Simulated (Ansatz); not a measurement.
# CH4F2OSi (SMILES C[Si](O)(F)F): HF/3-21G

Aim: the vertical ionisation energy of CH4F2OSi at HF/3-21G, from 2 runs. 

Program for the calculation: Ansatz 0.2.0.

99 further runs of the same task are left out: 2 that didn't finish, 97 set aside as unsound or not needed. Runs told in other sessions of the task aren't counted.

**1. The structure to begin with**

The species is CH4F2OSi (9 atoms), meant as a singlet with charge 0. As SMILES, `C[Si](O)(F)F`. The shape is that of a PBE0-D4/def2-TZVP optimisation. This is one conformer, not always the lowest.

Bond lengths: C1–Si2 1.831 Å, Si2–O3 1.621 Å, Si2–F4 1.590 Å, Si2–F5 1.590 Å, C1–H6 1.092 Å, C1–H7 1.092 Å, C1–H8 1.092 Å, O3–H9 0.958 Å. Some angles: C1–Si2–O3 109.9°, C1–Si2–F4 111.2°, C1–Si2–F5 111.2°, O3–Si2–F4 110.0°, O3–Si2–F5 110.0°, F4–Si2–F5 104.6°, Si2–C1–H6 110.5°, Si2–C1–H7 110.5°, Si2–C1–H8 110.6°, Si2–O3–H9 119.7°.

**2. The energy at HF/3-21G**

File in.yaml:

```yaml
basis:
  gaussian:
    orbitals: 3-21G.json
crystal:
  periodic: [false, false, false]
  atoms:
    - {symbol: C, position_ang: [-1.189400, 0.338900, -0.162200]}
    - {symbol: Si, position_ang: [0.580100, -0.130700, -0.192500]}
    - {symbol: O, position_ang: [1.083400, -0.479900, 1.308000]}
    - {symbol: F, position_ang: [0.827400, -1.374000, -1.151900]}
    - {symbol: F, position_ang: [1.471900, 1.032700, -0.807900]}
    - {symbol: H, position_ang: [-1.795500, -0.480100, 0.229600]}
    - {symbol: H, position_ang: [-1.342100, 1.213300, 0.473300]}
    - {symbol: H, position_ang: [-1.540100, 0.577500, -1.168100]}
    - {symbol: H, position_ang: [1.992700, -0.743900, 1.454700]}
total_charge: 0
hamiltonian:
  xc: hf
accuracy: high
output: {orbitals: {seedname: orbitals}}
```

The basis set 3-21G is read from a file made from the Basis Set Exchange's data (not shown).

The run is started by

```console
ansatz run in.yaml --threads 1 --pin off --max-ram 3480MiB --events-out events.jsonl --progress --plain --runs-dir runs
```

What it wrote:

```text
Warning: RAYON_NUM_THREADS=1 ignored (pool sized by the plan → 1); use --threads N
Functional definition: HF
  name "HF"
  exchange = exact_x
  correlation = 0
1284 factors; integrals over basis functions are off by at most 1.0e-8 eV
mean field evaluation 1: about -16319.3535 eV, gradient 4.1e1 eV
mean field evaluation 2: about -16319.6047 eV, gradient 4.2e1 eV
mean field evaluation 4: about -16322.6109 eV, gradient 1.9e0 eV
mean field evaluation 8: about -16322.6433 eV, gradient 1.7e-1 eV
mean field evaluation 16: about -16322.6433 eV, gradient 2.8e-8 eV
mean field -16322.64334745 eV, -599.8460791337 hartree, gradient 2.8e-8 eV, S^2 0.000000; 0 other end points of the search recorded, 0 dependent functions left out
reference -16322.64334745 eV, -599.8460791337 hartree; 25, 25 occupied and 32, 32 virtual orbitals, 1284 factors
Total energy: -16322.64334745 eV, -599.8460791337 hartree
```

It took 0.83 s on 1 thread of Arm Neoverse V2, shared host; peak memory 0.13 GiB.

**3. The doublet cation**

File input.yaml:

```yaml
crystal:
  periodic: [false, false, false]
  atoms:
    - {symbol: C, position_ang: [-1.189400, 0.338900, -0.162200]}
    - {symbol: Si, position_ang: [0.580100, -0.130700, -0.192500]}
    - {symbol: O, position_ang: [1.083400, -0.479900, 1.308000]}
    - {symbol: F, position_ang: [0.827400, -1.374000, -1.151900]}
    - {symbol: F, position_ang: [1.471900, 1.032700, -0.807900]}
    - {symbol: H, position_ang: [-1.795500, -0.480100, 0.229600]}
    - {symbol: H, position_ang: [-1.342100, 1.213300, 0.473300]}
    - {symbol: H, position_ang: [-1.540100, 0.577500, -1.168100]}
    - {symbol: H, position_ang: [1.992700, -0.743900, 1.454700]}
basis:
  gaussian:
    orbitals: 3-21G.json
total_charge: 1
magnetization:
  spin_polarized: true
  initial_magnetization: 1
hamiltonian:
  xc: hf
accuracy: high
output: {orbitals: {seedname: orbitals}}
```

The basis set 3-21G is read from a file made from the Basis Set Exchange's data (not shown).

The run is started by

```console
ansatz run input.yaml --threads 1 --pin off --max-ram 3480MiB --events-out events.jsonl --progress --plain --runs-dir runs
```

What it wrote:

```text
Warning: RAYON_NUM_THREADS=1 ignored (pool sized by the plan → 1); use --threads N
[... 4 set-up lines as earlier in the session ...]
1284 factors; integrals over basis functions are off by at most 1.0e-8 eV
mean field evaluation 1: about -16304.5395 eV, gradient 4.1e1 eV
mean field evaluation 2: about -16304.5379 eV, gradient 4.1e1 eV
mean field evaluation 4: about -16310.1081 eV, gradient 1.7e0 eV
mean field evaluation 8: about -16310.1426 eV, gradient 9.0e-3 eV
mean field evaluation 16: about -16311.0143 eV, gradient 3.1e-2 eV
mean field evaluation 32: about -16307.9628 eV, gradient 1.1e0 eV
mean field evaluation 64: about -16310.6938 eV, gradient 8.9e-1 eV
mean field evaluation 96: about -16310.1401 eV, gradient 2.9e-1 eV
mean field -16311.01264373 eV, -599.4186586555 hartree, gradient 2.2e-8 eV, S^2 0.753693; 4 other end points of the search recorded, 0 dependent functions left out
reference -16311.01264373 eV, -599.4186586555 hartree; 25, 24 occupied and 32, 33 virtual orbitals, 1284 factors
Total energy: -16311.01264373 eV, -599.4186586555 hartree
```

It took 4.2 s on 1 thread of Arm Neoverse V2, shared host; peak memory 0.17 GiB.

**4. What came out**

At HF/3-21G:

```
                                          quantity          value
                    singlet CH4F2OSi: total energy  -599.84608 Eh
                     singlet CH4F2OSi: HOMO energy      -13.72 eV
                     singlet CH4F2OSi: LUMO energy        5.77 eV
                   singlet CH4F2OSi: HOMO–LUMO gap       19.49 eV
                      doublet cation: total energy  -599.41866 Eh
doublet cation: HOMO energy (highest over α and β)      -19.31 eV
 doublet cation: LUMO energy (lowest over α and β)       -9.26 eV
                              doublet cation: ⟨S²⟩          0.754
vertical ionisation energy (to the doublet cation)      11.631 eV
```

**Reading.** The vertical ionisation energy comes to 11.63 eV (268 kcal/mol). The negative HOMO energy of the first species, 13.72 eV, lies 2.09 eV above that difference.
